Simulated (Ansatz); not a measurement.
# CHBFNO: ionisation energy by level of theory

The task here is to estimate one member of a computed series from the others.

The runs use Ansatz 0.2.0, Gaussian basis; unrestricted cation, the program's frozen cores in correlated methods.

Plan: UKS PBE-D4/def2-TZVPP; UKS r2SCAN-D4/def2-TZVPP; UKS PBE0-D4/def2-TZVPP; UKS B3LYP-D4/def2-TZVPP; UKS wB97X-V/def2-TZVPP; UKS wB97M-V/def2-TZVPP; UKS B2PLYP/def2-TZVPP; UHF-CCSD(T)/def2-TZVPP; UHF-CCSD(T)/def2-QZVPP; extrapolation to the limit; then −ε(HOMO) from the neutral's earlier runs with LDA (SPW92), PBE-D4, revPBE-D4, BLYP-D4, r2SCAN-D4, B97M-V, PBE0-D4, B3LYP-D4, r2SCANh-D4, r2SCAN0-D4, HSE06-D4, BHLYP-D4, CAM-B3LYP-D4, LC-ωPBE, ωB97X-V, ωB97M-V.

## Structure used throughout

An earlier PBE0-D4 in a triple-zeta def2 set relaxation fixed the geometry.

SMILES `O=C=NBF`, 6 atoms, charge 0, spin multiplicity 1.

Atoms are counted from 1 here; the program's logs count them from 0.

Bond lengths: O1–C2 1.158 Å, C2–N3 1.203 Å, N3–B4 1.416 Å, B4–F5 1.318 Å, B4–H6 1.193 Å. Angles: O1–C2–N3 175.6°, C2–N3–B4 144.6°, N3–B4–F5 118.1°, N3–B4–H6 122.6°, F5–B4–H6 119.2°.

Set-up of the first run:

The input, in.yaml:

```yaml
crystal:
  periodic: [false, false, false]
  atoms:
    - {symbol: O, position_ang: [0.762894, -2.231944, 1.101509]}
    - {symbol: C, position_ang: [0.520301, -1.291855, 0.470100]}
    - {symbol: N, position_ang: [0.321438, -0.351507, -0.253230]}
    - {symbol: B, position_ang: [-0.342743, 0.893888, -0.371466]}
    - {symbol: F, position_ang: [-0.199121, 1.570844, -1.493016]}
    - {symbol: H, position_ang: [-1.020768, 1.346574, 0.500003]}
basis:
  gaussian: {orbitals: def2-TZVPP}
total_charge: 1
magnetization: {spin_polarized: true, initial_magnetization: 1}
hamiltonian: {xc: pbe, dispersion: d4}
```

Command:

```
$ ansatz run in.yaml --threads 2 --pin off --events-out ev --progress --plain --max-ram 22528MiB --backend cpu
```

Among the steps run: Cation, UKS PBE-D4/def2-TZVPP; Cation, UKS r2SCAN-D4/def2-TZVPP; Cation, UKS PBE0-D4/def2-TZVPP; Cation, UKS B3LYP-D4/def2-TZVPP; Cation, UKS wB97X-V/def2-TZVPP; Cation, UKS wB97M-V/def2-TZVPP; Cation, UKS B2PLYP (frozen core)/def2-TZVPP; Cation, UHF-CCSD(T)/def2-TZVPP; Cation, UHF-CCSD(T)/def2-QZVPP.

One of the session's tables, all rows but one given; the rest of the session is left out.

Orbital estimates, from the neutral's runs:

| functional | −ε(HOMO) (eV) |
| --- | --- |
| LDA (SPW92) | 8.02 |
| PBE-D4 | 7.82 |
| revPBE-D4 | 7.75 |
| BLYP-D4 | 7.72 |
| r2SCAN-D4 | 8.14 |
| B97M-V | 8.18 |
| PBE0-D4 | 9.26 |
| B3LYP-D4 | 9.03 |
| r2SCANh-D4 | 8.68 |
| r2SCAN0-D4 | 9.49 |
| HSE06-D4 | 8.86 |
| BHLYP-D4 | 10.63 |
| CAM-B3LYP-D4 | 10.66 |
| LC-ωPBE | ? |
| ωB97X-V | 11.61 |
| ωB97M-V | 11.51 |

Estimate the missing values for LC-ωPBE.

**Answer.** −ε(HOMO) (eV): 11.97. In the column «−ε(HOMO) (eV)» it is the highest.
